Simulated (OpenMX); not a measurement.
AlIn in OpenMX: the effect of biaxial strain

The system is AlIn.

```
CELL_PARAMETERS angstrom
2.93196 0.00000 0.00000
-1.46599 2.53916 0.00000
0.00000 0.00000 5.82802
ATOMIC_POSITIONS crystal
Al 0.00000 0.00000 0.00000
In 0.00000 0.00000 0.50000
```

The cell was built by a generator and needn't be a form met in nature.

Alike in all runs:

```yaml
Program: OpenMX 3.8.5
Task: single point
Functional: PBE
Potentials_or_basis: OpenMX 2013 PBE set, Al7.0-s2p2d1, In7.0-s3p2d2, grid cutoff 500 Ry
k_mesh: 7 × 7 × 5
Occupations: fermi-dirac, width 0.05 eV
Spin: no spin polarisation
```

Question: One run gave: pressure -1.7 GPa. Which biaxial strain did it use?
A. 4 %
B. -2 %
C. 0 %
D. 2 %
E. -4 %

Answer: D.

| biaxial strain | pressure (GPa) |
| --- | --- |
| -4 % | 5.4 |
| -2 % | 2.3 |
| 0 % | 0.0 |
| 2 % | -1.7 |
| 4 % | -3.0 |

Caveats: the basis of atomic orbitals isn't converged, which shifts pressures, moduli and gaps.
